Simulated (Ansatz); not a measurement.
**CH₆OSiTe: a ladder of functionals and wavefunction methods**

Aim: compute CH₆OSiTe with functionals from several rungs and with coupled cluster. The yardstick is the atomisation energy at the CCSD(T) limit.

Method: functionals in def2-TZVPP, the program's frozen cores in correlated methods; program: Ansatz 0.2.0, Gaussian basis.

Plan: PBE-D4, r2SCAN-D4, PBE0-D4, B3LYP-D4, ωB97X-V, ωB97M-V, B2PLYP; CCSD(T)/def2-TZVPP; MP2/def2-QZVPP; extrapolation to the limit.

## 1. The relaxed structure

The geometry comes from an earlier relaxation with PBE0-D4 in a triple-zeta def2 set; it is a stationary point, not always the lowest conformer. Te takes the def2 core potential; no spin-orbit term is included.

10 atoms, charge 0, spin multiplicity 1.

Atoms are counted from 1 here; the program's logs count them from 0.

Bond lengths: O1–C2 1.397 Å, O1–H5 0.963 Å, C2–Si3 1.890 Å, C2–Te4 2.191 Å, C2–H6 1.096 Å, Si3–H7 1.484 Å, Si3–H8 1.486 Å, Si3–H9 1.487 Å, Te4–H10 1.659 Å. Angles: C2–O1–H5 109.4°, O1–C2–Si3 109.7°, O1–C2–Te4 113.5°, O1–C2–H6 113.0°, Si3–C2–Te4 107.0°, Si3–C2–H6 110.4°, Te4–C2–H6 102.8°, C2–Si3–H7 108.1°, C2–Si3–H8 109.2°, C2–Si3–H9 110.2°, H7–Si3–H8 110.0°, H7–Si3–H9 110.0°, H8–Si3–H9 109.4°, C2–Te4–H10 93.7°.

Coordinates:

```csv
atom,x (Å),y (Å),z (Å)
O1,-1.6013,0.5191,-0.2450
C2,-0.2139,0.4176,-0.1138
Si3,0.2131,-0.9966,1.0651
Te4,0.8157,0.0104,-2.0047
H5,-1.8118,1.1920,-0.9005
H6,0.2533,1.3501,0.2222
H7,1.6496,-0.8831,1.4195
H8,-0.0409,-2.2937,0.3862
H9,-0.6211,-0.9102,2.2930
H10,1.4403,1.5434,-2.1192
```

## 2. PBE-D4 (GGA)

Contents of in.yaml:

```yaml
crystal:
  periodic: [false, false, false]
  atoms:
    - {symbol: O, position_ang: [-1.601310, 0.519147, -0.244992]}
    - {symbol: C, position_ang: [-0.213907, 0.417556, -0.113776]}
    - {symbol: Si, position_ang: [0.213112, -0.996613, 1.065108]}
    - {symbol: Te, position_ang: [0.815722, 0.010383, -2.004719]}
    - {symbol: H, position_ang: [-1.811835, 1.191967, -0.900460]}
    - {symbol: H, position_ang: [0.253335, 1.350121, 0.222214]}
    - {symbol: H, position_ang: [1.649551, -0.883118, 1.419515]}
    - {symbol: H, position_ang: [-0.040852, -2.293674, 0.386163]}
    - {symbol: H, position_ang: [-0.621079, -0.910234, 2.293040]}
    - {symbol: H, position_ang: [1.440264, 1.543365, -2.119193]}
basis:
  gaussian: {orbitals: def2-TZVPP}
hamiltonian: {xc: pbe, dispersion: d4}
output: {forces: true, orbitals: {seedname: orbitals}}
```

The run is started by

```
> ansatz run in.yaml --threads 4 --pin off --events-out ev --progress --plain --max-ram 10444MiB
```

The runs that follow: r2SCAN-D4 (meta-GGA); PBE0-D4 (hybrid); B3LYP-D4 (hybrid); ωB97X-V (range-separated); ωB97M-V (range-separated); B2PLYP (double hybrid); CCSD(T) in def2-TZVPP; MP2 in def2-QZVPP.

Q: Predict the results of all the runs planned. Wanted: atomisation energy, CCSD(T)/CBS; farthest; mean size of error, hybrid; mean size of error, range-separated; gap, smallest and largest; T1 diagnostic; triples share of the correlation energy.

**Answer**, as computed:

| quantity | value |
| --- | --- |
| atomisation energy, CCSD(T)/CBS | 747.5 kcal/mol |
| functionals within 7.5 kcal/mol (1.0 %) | PBE-D4, r2SCAN-D4, B3LYP-D4, ωB97X-V, ωB97M-V |
| farthest | B2PLYP (-17.0 kcal/mol) |
| mean size of error, hybrid | 8.1 kcal/mol |
| mean size of error, range-separated | 4.5 kcal/mol |
| gap, smallest and largest | 3.61 eV (PBE-D4), 9.67 eV (ωB97X-V) |
| T1 diagnostic | 0.0118 |
| triples share of the correlation energy | 3.2 % |

PBE-D4 is off by +4.6 kcal/mol. Double hybrids carry the basis error of their MP2 part in triple zeta, and no dispersion term here, so their miss is partly the set-up's. The reference freezes the cores and leaves out spin-orbit coupling and excitations past (T), and its outer-core shells are covered unevenly, so misses under about 7.5 kcal/mol can't be ranked. All levels share the lack of spin-orbit coupling, which lowers the free heavy atoms and so the true binding. Hartree-Fock recovers 69 % of the binding; the rest is correlation. The gap grows from 3.6 to 9.7 eV across the functionals, mostly with the share of exact exchange. Correlated methods include outer-core shells of Te, which these sets cover unevenly.
